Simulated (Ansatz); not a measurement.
# PtSe2: a single-point run

Wanted: a converged single-point run for PtSe2, and a check of what comes out. The structure is shown as the input types it. The cell is built on a prototype (fluorite) and needn't be the phase found in nature.

Computed with Ansatz 0.2.0 (density functional or hybrid calculation with the settings of its input, plane waves (as first typed), unless a step's input says otherwise).

3 further runs of the same task are left out: 1 for a known fault of the program, 2 that didn't finish.

**1. Starting point**

It takes space group Fm-3m (No. 225, cubic). Conventional cell: a = 6.262 Å, b = 6.262 Å, c = 6.262 Å, α = 90.00°, β = 90.00°, γ = 90.00°. Pt (site symmetry m-3m) has 8 Se at 2.71 Å as nearest neighbours. Se (site symmetry -43m) is surrounded by 4 Pt at 2.71 Å.

As a file:

```xyz
3
Lattice="0.0000 3.1309 3.1309 3.1309 0.0000 3.1309 3.1309 3.1309 0.0000" Properties=species:S:1:pos:R:3 pbc="T T T"
Pt    0.0000    0.0000    0.0000
Se    1.5654    1.5654    1.5654
Se    4.6963    4.6963    4.6963
```

**2. Input and run**

The input, input.yaml:

```yaml
crystal:
  lattice:
    - [0.0, 3.1308957811, 3.1308957811]
    - [3.1308957811, 0.0, 3.1308957811]
    - [3.1308957811, 3.1308957811, 0.0]
  atoms:
    - { symbol: Pt, position: [0.0, 0.0, 0.0] }
    - { symbol: Se, position: [0.25, 0.25, 0.25] }
    - { symbol: Se, position: [0.75, 0.75, 0.75] }
kpoints:
  mp_grid: { grid: [6, 6, 6] }
hamiltonian:
  xc: pbesol
scf:
  occupations: { method: fermi_dirac, width: 0.02 }
  n_extra_bands: 4
  max_iter: 88
output:
  forces: true
  stress: true
  eigenvalues: true
basis:
  ecutwfc: 160
```

On the command line:

```sh
ansatz run input.yaml --threads 4 --pin off --max-ram 3686MiB --backend cpu --events-out ev --progress --plain --runs-dir out
```

Q: Will this input give a usable result? If not, why, and what should change?

The program finished normally, with warnings (cutoff below recommended). Its log warns: «basis.ecutwfc = 160 eV is below the records' recommended 420 eV ...»

Look at the input: basis.ecutwfc is 160. The cutoff lies far under what these potentials need. The potentials' recommended cutoff is 420 eV.

Run again and compare: delete basis.ecutwfc (the default then holds).
